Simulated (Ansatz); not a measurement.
# BBrH4SiSn: the cost of one run

Program: Ansatz 0.2.0, Gaussian basis. Level of theory: the settings change from run to run. These are calculated values, not measurements.

## Step 1: The relaxed structure

The structure was relaxed beforehand with PBE0-D4 in a triple-zeta def2 set. Sn takes a core potential in def2 sets; no spin-orbit term is included.

SMILES `Br[B]1[SiH2][SnH2]1`, 8 atoms, charge 0, spin multiplicity 1.

Atoms are counted from 1 here; the program's logs count them from 0.

Bond lengths: Br1–B2 1.910 Å, B2–Si3 1.893 Å, B2–Sn4 2.159 Å, Si3–Sn4 2.808 Å, Si3–H5 1.483 Å, Si3–H6 1.486 Å, Sn4–H7 1.702 Å, Sn4–H8 1.708 Å. Angles: Br1–B2–Si3 131.3°, Br1–B2–Sn4 124.4°, Si3–B2–Sn4 87.5°, B2–Si3–Sn4 50.2°, B2–Si3–H5 117.4°, B2–Si3–H6 129.2°, Sn4–Si3–H5 85.7°, Sn4–Si3–H6 145.5°, H5–Si3–H6 112.5°, B2–Sn4–Si3 42.3°, B2–Sn4–H7 128.0°, B2–Sn4–H8 122.8°, Si3–Sn4–H7 97.7°, Si3–Sn4–H8 136.3°, H7–Sn4–H8 109.1°.

## Step 2: HSE06/x2c-TZVPPall

Options: a point charge of -1.00 e beside it, the search for lower states set to light.

The input, in.yaml:

```yaml
crystal:
  periodic: [false, false, false]
  atoms:
    - {symbol: Br, position_ang: [0.010194, -0.366304, 2.941478]}
    - {symbol: B, position_ang: [0.478461, -0.034261, 1.120231]}
    - {symbol: Si, position_ang: [0.086666, 1.419683, -0.026516]}
    - {symbol: Sn, position_ang: [-0.018029, -1.342324, -0.523970]}
    - {symbol: H, position_ang: [0.841738, 1.506323, -1.299964]}
    - {symbol: H, position_ang: [-0.707229, 2.645991, 0.247921]}
    - {symbol: H, position_ang: [0.593828, -1.310109, -2.111498]}
    - {symbol: H, position_ang: [-1.193328, -2.575999, -0.403384]}
basis:
  gaussian: {orbitals: x2c-TZVPPall, point_charges: [{charge: -1.00, position_ang: [3.812, -0.452, 0.415]}]}
hamiltonian: {xc: {name: HSE06}}
scf: {lower_state_search: light}
output: {forces: true}
```

On the command line:

```sh
$ ansatz run in.yaml --threads 4 --pin off --events-out ev --progress --plain --max-ram 10444MiB
```

Q: Estimate wall time and peak memory on 4 threads of Intel Xeon 6975P-C, shared host.

About 4.6 s, with a peak of 1 GiB.
